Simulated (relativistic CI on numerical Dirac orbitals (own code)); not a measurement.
# Al⁺: one ion under different settings

How much do the settings matter for Al⁺? One ion, several inputs.

The numbers are computed with relativistic CI on numerical Dirac orbitals (own code) version 3 (Dirac-Coulomb-Breit CI, KLI orbitals optimised for each configuration, model QED (radiative potential, 1s self-energy scaled to tabulated hydrogen-like ionisation energies), numerical settings as typed), except any that are marked as measured or tabulated.

### 1 What is computed

```
ion            : Al⁺ (Al II)
nuclear charge : 13
electrons      : 12
isotope        : A = 27
```

### 2 The usual input

Settings of the run:

```ini
atom Al  Z=13  charge=1  electrons=12
nucleus A=27  rms_radius_fm=3.0610
hamiltonian dirac-coulomb  breit=on  qed=on  c_scale=1
orbitals kli  potential=per-configuration
slater_scale 1
correlation none
mixing on
grid step=0.0125 r_max=51.4
scf mixing=0.4 start=green max_iterations=150 tolerance=2e-08 node_fill=0.05
configurations
  [Ne] 3s2
  [Ne] 3s 3p
  [Ne] 3p2
end
```

Launch:

```console
> python run_levels.py task.json out
```

task.json lists these runs, among others, and the program works through them in turn.

### 3 Slater scale 0.5, QED terms off

Changes to the settings of step 2:

```diff
@@ -2,5 +2,5 @@
 nucleus A=27  rms_radius_fm=3.0610
-hamiltonian dirac-coulomb  breit=on  qed=on  c_scale=1
+hamiltonian dirac-coulomb  breit=on  qed=off  c_scale=1
 orbitals kli  potential=per-configuration
-slater_scale 1
+slater_scale 0.5
 correlation none
```

### 4 End of the grid 35.98

Settings of the run:

```ini
atom Al  Z=13  charge=1  electrons=12
nucleus A=27  rms_radius_fm=3.0610
hamiltonian dirac-coulomb  breit=on  qed=on  c_scale=1
orbitals kli  potential=per-configuration
slater_scale 1
correlation none
mixing on
grid step=0.0125 r_max=35.98
scf mixing=0.4 start=green max_iterations=150 tolerance=2e-08 node_fill=0.05
configurations
  [Ne] 3s2
  [Ne] 3s 3p
  [Ne] 3p2
end
```

### 5 Breit term off

Settings of the run:

```ini
atom Al  Z=13  charge=1  electrons=12
nucleus A=27  rms_radius_fm=3.0610
hamiltonian dirac-coulomb  breit=off  qed=on  c_scale=1
orbitals kli  potential=per-configuration
slater_scale 1
correlation none
mixing on
grid step=0.0125 r_max=51.4
scf mixing=0.4 start=green max_iterations=150 tolerance=2e-08 node_fill=0.05
configurations
  [Ne] 3s2
  [Ne] 3s 3p
  [Ne] 3p2
end
```

### 6 QED terms off, grid step 0.006

Settings of the run:

```ini
atom Al  Z=13  charge=1  electrons=12
nucleus A=27  rms_radius_fm=3.0610
hamiltonian dirac-coulomb  breit=on  qed=off  c_scale=1
orbitals kli  potential=per-configuration
slater_scale 1
correlation none
mixing on
grid step=0.006 r_max=51.4
scf mixing=0.4 start=green max_iterations=150 tolerance=2e-08 node_fill=0.05
configurations
  [Ne] 3s2
  [Ne] 3s 3p
  [Ne] 3p2
end
```

### 7 Potential mixing 1.8

Settings of the run:

```ini
atom Al  Z=13  charge=1  electrons=12
nucleus A=27  rms_radius_fm=3.0610
hamiltonian dirac-coulomb  breit=on  qed=on  c_scale=1
orbitals kli  potential=per-configuration
slater_scale 1
correlation none
mixing on
grid step=0.0125 r_max=51.4
scf mixing=1.8 start=green max_iterations=97 tolerance=2e-08 node_fill=0.05
configurations
  [Ne] 3s2
  [Ne] 3s 3p
  [Ne] 3p2
end
```

### 8 Speed-of-light factor 0.4

Settings of the run:

```ini
atom Al  Z=13  charge=1  electrons=12
nucleus A=27  rms_radius_fm=3.0610
hamiltonian dirac-coulomb  breit=on  qed=on  c_scale=0.4
orbitals kli  potential=per-configuration
slater_scale 1
correlation none
mixing on
grid step=0.0125 r_max=51.4
scf mixing=0.4 start=green max_iterations=57 tolerance=2e-08 node_fill=0.05
configurations
  [Ne] 3s2
  [Ne] 3s 3p
  [Ne] 3p2
end
```

(Steps that only read results are left out.)

**Question.** What will these runs give? Wanted: lowest level, usual settings; total energy; first excitation.

As calculated:

| setting | total energy less usual (Ha) | largest shift of a level among the lowest eight of both runs, same label and place (cm⁻¹) | SCF iterations | time | lowest level | kind of change |
| --- | --- | --- | --- | --- | --- | --- |
| usual | 0 | 0 | 30 | 0.12 s | 3s2 1S0 | - |
| Slater scale 0.5, QED terms off | -0.00469 | 17200 | 30 | 0.082 s | 3s2 1S0 | model term |
| end of the grid 35.98 | 0 | 0 | 30 | 0.12 s | 3s2 1S0 | numerical |
| Breit term off | -0.0422 | 13.7 | 30 | 0.12 s | 3s2 1S0 | model term |
| QED terms off, grid step 0.006 | -0.0275 | 27.7 | 30 | 0.15 s | 3s2 1S0 | model term |
| potential mixing 1.8 | 0 | 0 | 37 | 0.14 s | 3s2 1S0 | extreme, harmless here |
| speed-of-light factor 0.4 | -2.22 | 3270 | 30 | 0.13 s | 3s2 1S0 | unsound |

| quantity | value |
| --- | --- |
| lowest level, usual settings | 3s2 1S0 |
| total energy | -242.0871 Ha |
| first excitation | 36267 cm⁻¹ |

What this shows: Among the runs whose levels can be followed, they move most under «Slater scale 0.5, QED terms off» (model term), by up to 17200 cm⁻¹. No visible change in the result comes from «end of the grid 35.98» or «potential mixing 1.8». Only the listed configurations are in the model. In a near-neutral ion this small CI can misplace whole configurations by 10,000 cm⁻¹ or more.
